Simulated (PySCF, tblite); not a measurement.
# C₆H₁₁FO₂Si: geometry, infrared bands and NMR shifts

Wanted: the infrared bands and NMR shifts of C₆H₁₁FO₂Si (`COCC1=C([Si@H](F)OC)C1`), by calculation.

The runs use tblite 0.8.0 and PySCF 2.14.0, with density-fitted response routines of our own; the level of theory stands in each step. All values are computed, except where a source is named. Atoms are numbered from 0 throughout.

### Step 1. The starting structure

21 atoms, charge 0, multiplicity 1; geometry from: force field or distance geometry start.

Bonds of the start (Å): C0–O1 1.42, O1–C2 1.44, C2–C3 1.44, C3–C4 1.28, C4–Si5 1.72, Si5–F6 1.61, Si5–O7 1.67, O7–C8 1.41, C4–C9 1.44, C9–C3 1.43, C0–H10 1.10, C0–H11 1.09, C0–H12 1.11, C2–H13 1.09, C2–H14 1.10, Si5–H15 1.48, C8–H16 1.10, C8–H17 1.10, C8–H18 1.10, C9–H19 1.07, C9–H20 1.08.

### Step 2. Geometry optimisation with GFN2-xTB

What the job is given:

```
{"job": {"kind": "relax", "xc": "GFN2-xTB", "basis": "xTB"}, "charge": 0, "multiplicity": 1}
C     -1.423000     1.120700     2.387700
O     -0.872700     0.531100     1.218900
C     -0.212100    -0.711100     1.542200
C      0.310600    -1.242500     0.304500
C      0.528900    -1.239400    -0.958000
Si     0.375900    -0.519100    -2.507700
F      1.149200    -1.419500    -3.589100
O      1.003500     1.027600    -2.621600
C      0.478300     2.022100    -1.769300
C      1.065000    -2.346500    -0.200200
H     -1.912900     2.059800     2.092900
H     -0.655500     1.341400     3.125400
H     -2.194600     0.469000     2.837800
H      0.589800    -0.528900     2.254600
H     -0.948400    -1.393400     1.980400
H     -1.044100    -0.458900    -2.910400
H      0.896100     2.990500    -2.075700
H     -0.619000     2.093000    -1.847900
H      0.770400     1.853900    -0.724900
H      0.574300    -3.295300    -0.297900
H      2.131300    -2.337500    -0.024400
```

Run with:

```sh
$ OMP_NUM_THREADS=1 python probes_run.py task.json out
```

This one command runs all jobs of the session in turn.

**Question.** This job is followed by: GFN2-xTB harmonic vibrations, gas phase; GIAO PBE0/pcSseg-1 NMR shielding, non-relativistic, gas phase. What will the session give for the following? strongest single infrared mode (GFN2-xTB); zero-point energy (GFN2-xTB); 13C shifts against TMS (PBE0/pcSseg-1); 1H shifts against TMS (PBE0/pcSseg-1, means over atoms taken as alike); 17O shifts against H2O (PBE0/pcSseg-1); 29Si shifts against TMS (PBE0/pcSseg-1); 19F shifts against CFCl3 (PBE0/pcSseg-1).

The runs gave:

| quantity | value |
| --- | --- |
| strongest single infrared mode (GFN2-xTB) | 2298 cm⁻¹, 255 km/mol |
| zero-point energy (GFN2-xTB) | 99.5 kcal/mol |
| 13C shifts against TMS (PBE0/pcSseg-1) | 147.1, 111.5, 76.7, 60.8, 51.1, 11.7 ppm |
| 1H shifts against TMS (PBE0/pcSseg-1, means over atoms taken as alike) | 5.11, 4.77, 4.75, 4.13, 3.60, 1.23, 1.10 ppm |
| 17O shifts against H2O (PBE0/pcSseg-1) | 23.4, 21.8 ppm |
| 29Si shifts against TMS (PBE0/pcSseg-1) | -34.5 ppm |
| 19F shifts against CFCl3 (PBE0/pcSseg-1) | -169.8 ppm |

What this shows: Over 198 steps the energy fell by 0.771 eV; of the close pairs, C4–Si5 changed most, 1.716 to 1.854 Å. No mode is imaginary among the 57: a minimum at this level. The strongest single mode, at 2298 cm⁻¹, moves mainly H15. GFN2-xTB is a fitted tight-binding method: band positions and strengths are rough. Its intensities can rank the bands wrongly. At PBE0/pcSseg-1: Shielding is most anisotropic at C3 (span 275 ppm, paramagnetic term -216 ppm).
